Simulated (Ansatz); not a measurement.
# Ta3AsAu2O13 under changes of volume

One of the cells (14.054 Å³/atom); the others are scaled copies at fixed shape and fractional positions:

```xyz
19
Lattice="6.4303 -1.9433 -0.0048 6.4303 1.9433 -0.0048 -2.5478 0.0000 10.6862" Properties=species:S:1:pos:R:3 pbc="T T T"
Ta    4.5247    0.0000    3.7670
Ta    6.0597    0.0000    7.2197
Ta    1.7990    0.0000   10.5616
As    7.9903    0.0000    0.0311
Au    8.3231    0.0000    3.7097
Au    2.3136    0.0000    6.7574
O     8.6038    0.0000    1.6474
O     6.3527    0.0000    3.6998
O     2.3873    0.0000    4.7518
O     2.1597    0.0000    8.7356
O     4.8024    0.0000    5.8862
O     8.0919    0.0000    6.6978
O     4.1996    0.0000    1.9509
O    10.3810    0.0000    3.9020
O     5.2563    0.0000    8.9247
O    -0.2078    0.0000    7.1659
O     6.2651    0.0000    0.3242
O    -0.3802    0.0000   10.5475
O     7.7751    0.0000   10.4897
```

The cell was built by a generator and needn't be a form met in nature.

- Program: Ansatz 0.2.0
- Functional: PBE
- Potentials or basis: Ansatz PAW
- Cutoff: 420 eV (not typed: the program's choice for these potentials)
- k mesh: 7 × 7 × 3
- Occupations: fermi-dirac, width 0.05 eV
- Spin: no spin polarisation

```csv
volume (Å³/atom),energy over the lowest point (meV/atom),pressure (GPa),largest force (eV/Å)
13.211,31.77,12.8,0.958
13.492,?,?,?
13.773,3.27,3.8,0.297
14.054,0.00,0.0,0.012
14.335,3.04,-3.4,0.295
14.616,11.69,-6.4,0.564
14.897,25.38,-9.1,0.818
```

Problem. What does the run at 13.492 Å³/atom give?

Solution. Energy over the lowest point 13.57 meV/atom; pressure 8.1 GPa; largest force 0.616 eV/Å.

Worked out: A Birch-Murnaghan fit of order 3 (a polynomial in V^(-2/3)) to the other rows has its minimum at 14.05 Å³/atom with B0 = V·E''(V) = 179 GPa and B' = 4.6 at fixed shape and positions, which overstates the stiffness. It gives 13.58 meV/atom at 13.492 Å³/atom, against the run's 13.57, and -dE/dV = 8.0 GPa, against 8.1.

Energies are extrapolated to zero smearing.
